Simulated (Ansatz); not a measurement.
# YSe: stress in a strained cell

Aim: deform YSe (zz strain of +2 %) and compute stress, forces and field gradients with LAPW, PAW and all-electron datasets made for the crystal.

Program: Ansatz 0.2.0. Level of theory: DFT LDA, scalar-relativistic. These are calculated values, not measurements.

## 1. The system as given

Symmetry: Fm-3m, No. 225, cubic system. The conventional cell has a = 5.750 Å, b = 5.750 Å, c = 5.750 Å, α = 90.00°, β = 90.00°, γ = 90.00°. Y (site symmetry m-3m) has 6 Se at 2.88 Å as nearest neighbours. Se (site symmetry m-3m) is surrounded by 6 Y at 2.88 Å.

As a file:

```
Y Se
1.0
     0.00000    2.87500    2.87500
     2.87500    0.00000    2.87500
     2.87500    2.87500    0.00000
Y Se
1 1
Cartesian
  0.0000 0.0000 0.0000
  2.8750 2.8750 2.8750
```

Atoms are numbered in the order of the input: Y1, Se2.

## 2. The deformed structure

Space group Fm-3m before, I4/mmm after.

## 3. LAPW, all electrons

input.yaml reads:

```yaml
crystal:
  lattice:
    - [0.0, 2.875, 2.9325]
    - [2.875, 0.0, 2.9325]
    - [2.875, 2.875, 0.0]
  atoms:
    - { symbol: "Y", position: [0.0, 0.0, 0.0] }
    - { symbol: Se, position: [0.5, 0.5, 0.5] }
kpoints:
  mp_grid: { grid: [7, 7, 7] }
  band_path:
    path:
      - [0.0, 0.0, 0.0]
      - [0.0, 0.5, 0.5]
      - [0.25, 0.75, 0.5]
      - [0.0, 0.5, 0.0]
      - [0.0, 0.0, 0.0]
      - [0.5, 0.5, 0.0]
      - [0.3701460977, 0.6298539023, 0.0]
      - [-0.3701460977, 0.3701460977, 0.0]
      - [0.0, 0.0, 0.0]
    npoints: 5
scf:
  occupations: { method: fermi_dirac, width: 0.03 }
hamiltonian:
  xc: lda
  pseudopotentials: { kind: all_electron, lapw: { basis_error: 0.00025 } }
output:
  forces: true
  stress: true
  eigenvalues: true
```

On the command line:

```console
$ ansatz run input.yaml --threads 1 --pin off --max-ram 3072MiB --backend cpu --events-out ev --progress --plain --runs-dir out
```

## 4. Frozen-core PAW

input.yaml reads:

```yaml
crystal:
  lattice:
    - [0.0, 2.875, 2.9325]
    - [2.875, 0.0, 2.9325]
    - [2.875, 2.875, 0.0]
  atoms:
    - { symbol: "Y", position: [0.0, 0.0, 0.0] }
    - { symbol: Se, position: [0.5, 0.5, 0.5] }
kpoints:
  mp_grid: { grid: [7, 7, 7] }
scf:
  occupations: { method: fermi_dirac, width: 0.03 }
hamiltonian:
  xc: lda
  pseudopotentials: { kind: paw }
output:
  forces: true
  stress: true
  eigenvalues: true
  efg: { contact_densities: true }
```

## 5. Datasets made for this crystal

input.yaml: that of step 4 with these lines changed.

```diff
@@ -14,3 +14,3 @@
   xc: lda
-  pseudopotentials: { kind: paw }
+  pseudopotentials: { kind: all_electron, datasets: crystal }
 output:
```

(Steps that only read results are left out.)

Q: Predict the outcome of this session. Wanted: pressure; largest shear or deviatoric stress.

**Answer**, as computed:

| quantity | value |
| --- | --- |
| pressure | LAPW -5.91, PAW -5.92, crystal datasets -5.91 GPa |
| largest shear or deviatoric stress (LAPW) | 1.93 GPa |

What this shows: The largest part of the stress beyond the pressure is 1.93 GPa in size, in the zz component; the atoms are carried along and not relaxed. No run of the undeformed cell stands beside it, so the pressure holds what the given cell had before the change. PAW: stress within 0.01 GPa of LAPW. Crystal datasets: stress within 0.01 GPa of LAPW.
